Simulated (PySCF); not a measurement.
# C5H6S2 (2-(methylthio)thiophene): the cost of one run

Computed with PySCF 2.14.0 and routines of our own; the level stands in each step. Atoms count from 0.

## 1. The starting structure

13 atoms, charge 0, multiplicity 1; geometry from: GFN2-xTB.

## 2. Optimising the geometry at PBE0-D3(BJ)/def2-SVP

The job: settings as JSON, then the geometry in Å.

```
{"job": {"xc": "PBE0", "basis": "def2-SVP", "d3": "d3bj", "grid": 2, "kind": "geom"}, "charge": 0, "multiplicity": 1}
C      2.597357    -0.143165     0.575159
S      1.709378    -0.259491    -1.002840
C      0.054461    -0.060699    -0.472267
C     -1.043774    -0.071632    -1.281385
C     -2.245899     0.114357    -0.565689
C     -2.051303     0.263682     0.767489
S     -0.383953     0.182299     1.191263
H      2.268863    -0.939566     1.236627
H      2.413665     0.828131     1.025260
H      3.650779    -0.257560     0.341717
H     -0.984506    -0.208021    -2.345224
H     -3.215080     0.134905    -1.030734
H     -2.774376     0.417246     1.542896
```

On the command line:

```console
$ OMP_NUM_THREADS=1 python excited_run.py task.json out
```

One launch serves the whole session: the jobs run in the order shown.

**Question.** How long does this first job take on 1 thread of Arm Neoverse V2, shared host, and how much memory does it need?

About 37 s, with a peak of 0.69 GiB.
